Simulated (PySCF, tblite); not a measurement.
# C5H9BO: geometry, infrared bands and NMR shifts

What infrared bands and NMR shifts should C5H9BO (`BO/C(C=C)=C\C`) show?

The runs use tblite 0.8.0 and PySCF 2.14.0, with density-fitted response routines of our own; the level of theory stands in each step. All values are computed, except where a source is named. Atoms are numbered from 0 throughout.

## Step 1: Starting geometry

16 atoms, charge 0, multiplicity 1; geometry from: force field or distance geometry start.

Bonds of the start (Å): B0–O1 1.47, O1–C2 1.38, C2–C3 1.44, C3–C4 1.34, C2–C5 1.34, C5–C6 1.49, B0–H7 1.20, B0–H8 1.18, C3–H9 1.06, C4–H10 1.10, C4–H11 1.07, C5–H12 1.06, C6–H13 1.11, C6–H14 1.10, C6–H15 1.11.

## Step 2: Relaxing the molecule with GFN2-xTB

Job settings and geometry (Å):

```
{"job": {"kind": "relax", "xc": "GFN2-xTB", "basis": "xTB"}, "charge": 0, "multiplicity": 1}
B     -0.985000    -1.706500     1.120600
O     -0.375700    -0.373400     1.229800
C      0.340900     0.259600     0.234100
C      1.757200    -0.004600     0.133900
C      2.399700    -0.829400     0.969500
C     -0.251200     1.095200    -0.632400
C     -1.712200     1.406300    -0.572800
H     -1.965400    -1.893800     1.785100
H     -1.015500    -2.197900     0.047800
H      2.302700     0.483000    -0.635700
H      3.473200    -0.937800     0.770500
H      1.935900    -1.368000     1.770600
H      0.338100     1.562600    -1.376000
H     -1.816400     2.515000    -0.552600
H     -2.259600     0.958800    -1.409900
H     -2.174100     1.039900     0.373500
```

Run with:

```bash
$ OMP_NUM_THREADS=1 python probes_run.py task.json out
```

The driver reads the jobs from task.json and runs them one after another.

**Question.** This job is followed by: GFN2-xTB harmonic vibrations, gas phase; GIAO PBE0/pcSseg-1 NMR shielding, non-relativistic, gas phase. Predict these results of the whole session: strongest single infrared mode (GFN2-xTB); zero-point energy (GFN2-xTB); ¹³C shifts against TMS (PBE0/pcSseg-1); ¹H shifts against TMS (PBE0/pcSseg-1, means over atoms taken as alike); ¹¹B shifts against BF3·OEt2 (PBE0/pcSseg-1); ¹⁷O shifts against H2O (PBE0/pcSseg-1); surface potential, 1st and 99th percentile.

**Answer**, as computed:

| quantity | value |
| --- | --- |
| strongest single infrared mode (GFN2-xTB) | 1359 cm⁻¹, 287 km/mol |
| zero-point energy (GFN2-xTB) | 79.1 kcal/mol |
| ¹³C shifts against TMS (PBE0/pcSseg-1) | 163.3, 141.9, 120.2, 119.4, 14.7 ppm |
| ¹H shifts against TMS (PBE0/pcSseg-1, means over atoms taken as alike) | 6.48, 5.52, 5.42, 5.34, 5.19, 1.85 ppm |
| ¹¹B shifts against BF3·OEt2 (PBE0/pcSseg-1) | 46.0 ppm |
| ¹⁷O shifts against H2O (PBE0/pcSseg-1) | 261.1 ppm |
| surface potential, 1st and 99th percentile | -1.04 V and 1.02 V |

What this shows: The optimisation took 68 steps and gained 0.766 eV; among the close pairs (by a distance rule), B0–O1 changed most, from 1.470 to 1.321 Å. The lowest mode is imaginary (34i cm⁻¹), so the xTB geometry is not a minimum. The strongest single mode, at 1359 cm⁻¹, moves mainly B0 and O1. Unscaled tight-binding wavenumbers are off by several per cent, some by more. Its intensities can rank the bands wrongly. H9 (hydrogen on an alkene CH) lies farthest downfield among hydrogen, at 6.48 ppm; a vinylic proton, deshielded by the sp2 carbon and the C=C anisotropy. At PBE0/pcSseg-1: Shielding is most anisotropic at O1 (span 375 ppm, paramagnetic term -324 ppm). By nearest atom (PBE0/pcSseg-1), the HOMO sits on C5 29 %; C2, C4 about 19 % each and the LUMO on C4, C5 about 22 % each; C3 16 %.
